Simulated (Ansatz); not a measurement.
This script makes a ranking of polymorphs by energy of 2 structures of Ir with Ansatz 0.2.0 through its Python package.

Contents of `ir_fm_3m.cif`:
```cif
data_Ir
_cell_length_a 2.709068
_cell_length_b 2.709068
_cell_length_c 2.709068
_cell_angle_alpha 60.00000
_cell_angle_beta 60.00000
_cell_angle_gamma 60.00000
_symmetry_space_group_name_H-M 'P 1'
_symmetry_Int_Tables_number 1
loop_
_symmetry_equiv_pos_as_xyz
'x, y, z'
loop_
_atom_site_label
_atom_site_type_symbol
_atom_site_fract_x
_atom_site_fract_y
_atom_site_fract_z
Ir1 Ir    0.000000    0.000000    0.000000
```

The script reads `ir_pmma.cif`:
```cif
data_Ir
_cell_length_a 12.238455
_cell_length_b 2.233431
_cell_length_c 7.193001
_cell_angle_alpha 90.00000
_cell_angle_beta 90.00000
_cell_angle_gamma 90.00000
_symmetry_space_group_name_H-M 'P 1'
_symmetry_Int_Tables_number 1
loop_
_symmetry_equiv_pos_as_xyz
'x, y, z'
loop_
_atom_site_label
_atom_site_type_symbol
_atom_site_fract_x
_atom_site_fract_y
_atom_site_fract_z
Ir1 Ir    0.250000    0.000000    0.163988
Ir2 Ir    0.750000    0.000000    0.836012
```

`polymorphs_ir.py`
```python
'''Polymorphs of Ir, after relaxing cells and atoms.'''

import warnings

import ansatz as az
from ase.io import read
import numpy as np
import spglib


def compute(name, crystal):
    calc = (
        crystal.calculation()
        .functional('pbesol')
        .basis(420)
        .scf(tolerance=1e-05, extra_bands=16)
        .kpoints(spacing=0.3)
        .occupations('gaussian', width=0.05)
        .stress()
        .band_table()
    )
    calc = calc.relax(force_tolerance=0.02, max_steps=60, cell=True)
    return calc.run()


def space_group(outcome):
    sites = outcome.report['lattice']['sites']
    kinds = sorted({site['symbol'] for site in sites})
    cell = (outcome.lattice.cell_ang, [site['position_frac'] for site in sites], [kinds.index(site['symbol']) for site in sites])
    return spglib.get_spacegroup(cell, symprec=0.01)


def pressure_gpa(outcome):
    return float(np.trace(outcome.report['stress_gpa']) / 3)


def main() -> None:
    warnings.simplefilter('ignore')

    phases = {}
    atoms = read('ir_fm_3m.cif')
    fm_3m = az.Crystal.from_ase(atoms)
    phases['Fm-3m'] = fm_3m
    atoms = read('ir_pmma.cif')
    pmma = az.Crystal.from_ase(atoms)
    phases['Pmma'] = pmma

    done = {}
    for name, crystal in phases.items():
        done[name] = compute(name, crystal)
        print(f'{name}: {done[name].report["energy_sigma0_ev"]:.4f} eV, {len(done[name].lattice.sites)} atoms')

    energy = {name: o.report['energy_sigma0_ev'] / len(o.lattice.sites) for name, o in done.items()}
    lowest = min(energy.values())
    rows = [(name, len(o.lattice.sites), 1000 * (energy[name] - lowest), space_group(o), pressure_gpa(o)) for name, o in done.items()]
    rows.sort(key=lambda row: row[2])
    print('     phase       atoms  dE (meV/atom)  space group     P (GPa)')
    for row in rows:
        print(f'{str(row[0]):>10}  {row[1]:10d}  {row[2]:13.1f}  {str(row[3]):>11}  {row[4]:10.2f}')


if __name__ == '__main__':
    main()
```

Which of these structures comes out lowest, and how far apart are they?

By space group at the end of each run: Fm-3m (+0 meV an atom, 14.1 Å³) and Cmmm (+588 meV an atom, 15.5 Å³).

What the script printed:

`python polymorphs_ir.py` gives:
```text
Fm-3m: -11799.0379 eV, 1 atoms
Pmma: -23596.9002 eV, 2 atoms
     phase       atoms  dE (meV/atom)  space group     P (GPa)
     Fm-3m           1            0.0  Fm-3m (225)       -0.00
      Pmma           2          587.8    Cmmm (65)        0.01
```

Reading the output:
- The settings weren't tested for convergence.
- No spin polarisation was allowed.
- The program warned that this SCF threshold is loose for forces or stresses.
- Of the deposited cell: the entry's cell lengths or inner coordinates differ somewhat from later room-temperature determinations.
- Pressure is positive in compression.
- Spin-orbit coupling, which matters for elements this heavy, is left out.
- The cells come from databases of deposited and of computed structures, and not all need be stable phases.
- The ranking holds among these structures alone, at zero temperature; the ground state may be another structure. Differences under about 40 meV an atom lie within the error of mesh and functional.
- The script silences warnings, which a real study should read.
- Wall time of the script: 5.5 min on 1 thread of Arm Neoverse V2, on a shared host, peak memory 0.6 GiB.
